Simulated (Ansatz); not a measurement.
**Ba2C: a single-point run**

The task is a single-point run on Ba2C. The structure is shown as the input types it. The cell is built on a prototype (antifluorite) and needn't be the phase found in nature.

Method: density functional or hybrid calculation with the settings of its input, plane waves (as first typed), in Ansatz 0.2.0.

9 further runs of the same task are left out: 2 for a known fault of the program, 7 that didn't finish.

**1. The starting structure**

The structure is cubic, space group Fm-3m (No. 225). Conventional cell: a = 7.013 Å, b = 7.013 Å, c = 7.013 Å, α = 90.00°, β = 90.00°, γ = 90.00°. C (site symmetry m-3m) is surrounded by 8 Ba at 3.04 Å. Ba (site symmetry -43m) is surrounded by 4 C at 3.04 Å.

Coordinates:

```cif
data_structure
_symmetry_space_group_name_H-M 'P 1'
_symmetry_Int_Tables_number 1
_cell_length_a 4.9592
_cell_length_b 4.9592
_cell_length_c 4.9592
_cell_angle_alpha 60.000
_cell_angle_beta 60.000
_cell_angle_gamma 60.000
_cell_volume 86.24
loop_
_atom_site_label
_atom_site_type_symbol
_atom_site_fract_x
_atom_site_fract_y
_atom_site_fract_z
_atom_site_occupancy
C1 C 0.00000 0.00000 0.00000 1
Ba1 Ba 0.25000 0.25000 0.25000 1
Ba2 Ba 0.75000 0.75000 0.75000 1
```

**2. Running it**

The input, input.yaml:

```yaml
crystal:
  lattice:
    - [0.0, 3.5066490074, 3.5066490074]
    - [3.5066490074, 0.0, 3.5066490074]
    - [3.5066490074, 3.5066490074, 0.0]
  atoms:
    - { symbol: C, position: [0.0, 0.0, 0.0] }
    - { symbol: Ba, position: [0.25, 0.25, 0.25] }
    - { symbol: Ba, position: [0.75, 0.75, 0.75] }
kpoints:
  mp_grid: { grid: [4, 4, 4] }
hamiltonian:
  xc: pbe
scf:
  occupations: { method: fermi_dirac, width: 0.02 }
  n_extra_bands: 4
  max_iter: 96
output:
  forces: true
  stress: true
  eigenvalues: true
basis:
  ecutrho_ratio: 1
```

The run is started by

```sh
$ ansatz run input.yaml --threads 4 --pin off --max-ram 3686MiB --backend cpu --events-out ev --progress --plain --runs-dir out
```

**Question.** How will this run end, and is anything wrong with its input?

The program finished normally, with warnings (cutoff below recommended). Its log warns: «basis.ecutrho_ratio = 1 (ecutrho = 420 eV) is below the records' recommended 1680 eV»

In the input, basis.ecutrho_ratio is 1. The density grid can't hold the products of the orbitals.

The test: delete basis.ecutrho_ratio (the default then holds).
